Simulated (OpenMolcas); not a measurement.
**Tm²⁺ with 7 ligands (fluoride): CASSCF and CASPT2 levels and susceptibility**

Which state of Tm²⁺ lies lowest among these ligands, how large is the field, and what χT follows?

The numbers are computed with OpenMolcas 26.06 (state-averaged CASSCF and CASPT2, spin-orbit coupling by RASSI with atomic mean-field integrals), except any that are marked as measured or tabulated.

## (1) What is computed

```
Species                           : Tm²⁺ (thulium, Z = 69, 67 electrons)
Basis                             : ANO-RCC-VDZP [7s6p4d2f1g], 166 functions with the ligands
Scalar Hamiltonian                : DKH2, point nucleus
Inactive shells                   : 1s 2s 2p 3s 3p 3d 4s 4p 4d 5s 5p of the metal, and all ligand shells
Active space                      : 13 electrons in 7 orbitals (4f)
Some configurations of this space : 4f¹³
Orbitals                          : optimised for the highest spin of each parity, averaged over all roots
```

Outer shells as boxes (Hund's rule):

4f13
```
4f [↑↓][↑↓][↑↓][↑↓][↑↓][↑↓][↑ ]
```

Tm²⁺ is taken with 7 ligands (fluoride) in pentagonal bipyramid coordination (D5h) at 2.4 Å, the axial distance 2.376 Å. A charge of +0.714 e stands 2.6 Å behind each ligand. Ligand basis ANO-RCC-VDZP. The distances are assumed, not relaxed.

```xyz
8

Tm    0.0000    0.0000    0.0000
F     2.4000    0.0000    0.0000
F     0.7416    2.2825    0.0000
F    -1.9416    1.4107    0.0000
F    -1.9416   -1.4107    0.0000
F     0.7416   -2.2825    0.0000
F     0.0000    0.0000    2.3760
F     0.0000    0.0000   -2.3760
```

Each step is its own input file, run in one work folder so that later steps find the files of earlier ones. Labels, J, g values, rates, χT and fits are worked out afterwards by a script from the matrices that RASSI stores.

## (2) GATEWAY and SEWARD: basis and integrals

a.inp

```
&GATEWAY
Coord
8

Tm 0.0 0.0 0.0
F 2.400000 0.000000 0.000000
F 0.741641 2.282536 0.000000
F -1.941641 1.410685 0.000000
F -1.941641 -1.410685 0.000000
F 0.741641 -2.282536 0.000000
F 0.000000 0.000000 2.376000
F 0.000000 0.000000 -2.376000
Basis=Tm.ANO-RCC-VDZP,F.ANO-RCC-VDZP
Group=NoSym
NoMove
AngMom=0.0 0.0 0.0
AMFI
RICD
XField
7 Angstrom 0
5.000000 0.000000 0.000000 0.714286
1.545085 4.755283 0.000000 0.714286
-4.045085 2.938927 0.000000 0.714286
-4.045085 -2.938927 0.000000 0.714286
1.545085 -4.755283 0.000000 0.714286
0.000000 0.000000 4.976000 0.714286
0.000000 0.000000 -4.976000 0.714286
&SEWARD
```

Run with:

```sh
$ OMP_NUM_THREADS=1 MOLCAS_MEM=2457 MOLCAS_PROJECT=a pymolcas a.inp > a.log
```

## (3) CASSCF: doublets, 7 roots

a.inp

```
&RASSCF
FileOrb=start.orb
Symmetry=1
Spin=2
nActEl=13 0 0
Inactive=62
Ras2=7
CIRoot=7 7 1
SDav=7
CIMx=300
Iter=150 100
PrWF=0.3
OrbListing=Nothing
MaxOrb=0
LevShft=1.0
>>> COPY $Project.JobIph JOB001
```

start.orb holds start orbitals that the driver prepared beforehand, or those of the step before.

## (4) RASSI: spin-orbit coupling between the states

a.inp

```
&RASSI
NrOfJobIphs=1 7
1 2 3 4 5 6 7
IphNames
JOB001
EJob
SpinOrbit
DIPRint=1.0
SOCoupling=1000.0
Subsets=2
Property=9
'ANGMOM' 1 'ANGMOM' 2 'ANGMOM' 3 'MLTPL  1' 1 'MLTPL  1' 2 'MLTPL  1' 3
'AMFI' 1 'AMFI' 2 'AMFI' 3
SOProperty=3
'ANGMOM' 1 'ANGMOM' 2 'ANGMOM' 3
```

## (5) CASPT2: IPEA 0.25, imaginary shift 0.1 (closed shells correlated: 5s 5p of the metal, with ligand shells; the Frozen line counts the rest)

a.inp

```
>>> COPY JOB001 $Project.JobIph
&CASPT2
Multistate=7 1 2 3 4 5 6 7
NoMult
Frozen=30
IPEA=0.25
Imaginary=0.1
MaxIter=60
WThr=0.0 0.3 0.05
PrWF=0.5
NoMix
```

(Steps that only read results are left out.)

Q: Predict the outcome of this session. Wanted: spin-free ground state; first state of the same spin within the active space; lowest level; next level.

The runs gave:

```
                                            quantity                                                                                                                                          value
                                              method  SS-CASPT2, IPEA 0.25, imaginary shift 0.1 (closed shells correlated: 5s 5p of the metal, with ligand shells; the Frozen line counts the rest)
                              spin-free ground state                                                                                                            doublet, 2-fold in its orbital part
first state of the same spin within the active space                                                                                                                            doublet at 243 cm⁻¹
                                        lowest level                                                                                                                   2-fold, g = 0.00, 0.00, 7.98
                                          next level                                                                                                                                     315.7 cm⁻¹
                                         χT at 300 K                                                                                                                                 2.42 cm³ K/mol
                           effective moment at 300 K                                                                                                                                        4.39 μB
```

Cost by method:

```tsv
method	time of its own steps	time with the reference
A. CASSCF	80 s	80 s
B. SS-CASPT2, IPEA 0.25, imaginary shift 0.1, +5s 5p	2.3 min	3.6 min
```

Times are of one thread on a shared host.

What this shows: The spin-free ground state (doublet) is 2-fold and keeps the highest spin of the shell.
